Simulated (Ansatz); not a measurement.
# H4OS3Zr: the cost of one run

Computed with Ansatz 0.2.0, Gaussian basis. Level: the settings change from run to run.

**1. The molecule**

The structure was relaxed beforehand with PBE0-D4 in a triple-zeta def2 set. Zr takes a core potential in def2 sets; no spin-orbit term is included.

SMILES `[OH][Zr]([SH])([SH])[SH]`, 9 atoms, charge 0, spin multiplicity 1.

Atoms are counted from 1 here; the program's logs count them from 0.

Bond lengths: O1–Zr2 1.894 Å, O1–H6 0.954 Å, Zr2–S3 2.438 Å, Zr2–S4 2.435 Å, Zr2–S5 2.445 Å, S3–H7 1.349 Å, S4–H8 1.348 Å, S5–H9 1.348 Å. Angles: Zr2–O1–H6 165.5°, O1–Zr2–S3 114.0°, O1–Zr2–S4 109.0°, O1–Zr2–S5 110.4°, S3–Zr2–S4 106.3°, S3–Zr2–S5 105.8°, S4–Zr2–S5 111.2°, Zr2–S3–H7 90.6°, Zr2–S4–H8 89.8°, Zr2–S5–H9 91.5°.

As a file:

```mol
H4OS3Zr
  3D, bonds by distance, orders not assigned

  9  8  0  0  0  0  0  0  0  0999 V2000
   -1.2192    0.4425   -1.3996 O   0  0
   -0.1678   -0.0740    0.0886 Zr  0  0
   -0.4875    1.3227    2.0612 S   0  0
   -0.7803   -2.3373    0.7464 S   0  0
    2.2119    0.0756   -0.4543 S   0  0
   -1.8289    0.8709   -1.9957 H   0  0
   -0.1243    2.4180    1.3624 H   0  0
    0.4237   -2.4859    1.3352 H   0  0
    1.9723   -0.2324   -1.7443 H   0  0
  1  2  8  0
  2  3  8  0
  2  4  8  0
  2  5  8  0
  1  6  8  0
  3  7  8  0
  4  8  8  0
  5  9  8  0
M  END
```

**2. PBE0/cc-pVTZ-DK**

Options: multiplicity 3, atoms shaken by 0.03 Å.

Input file in.yaml:

```yaml
crystal:
  periodic: [false, false, false]
  atoms:
    - {symbol: O, position_ang: [-1.249790, 0.453343, -1.470222]}
    - {symbol: Zr, position_ang: [-0.160028, -0.064826, 0.085784]}
    - {symbol: S, position_ang: [-0.508219, 1.335763, 2.033937]}
    - {symbol: S, position_ang: [-0.848123, -2.404233, 0.757837]}
    - {symbol: S, position_ang: [2.223177, 0.065258, -0.428084]}
    - {symbol: H, position_ang: [-1.854373, 0.854980, -1.963831]}
    - {symbol: H, position_ang: [-0.094403, 2.429995, 1.400443]}
    - {symbol: H, position_ang: [0.465594, -2.521977, 1.310265]}
    - {symbol: H, position_ang: [1.968626, -0.241428, -1.750346]}
basis:
  gaussian: {orbitals: cc-pVTZ-DK}
magnetization: {spin_polarized: true, initial_magnetization: 2}
hamiltonian: {xc: {name: PBE0}}
```

Launch:

```
$ ansatz run in.yaml --threads 4 --pin off --events-out ev --progress --plain --max-ram 10444MiB
```

Q: Estimate wall time and peak memory on 4 threads of Arm Neoverse V2, shared host.

About 67 s, with a peak of 2.4 GiB.
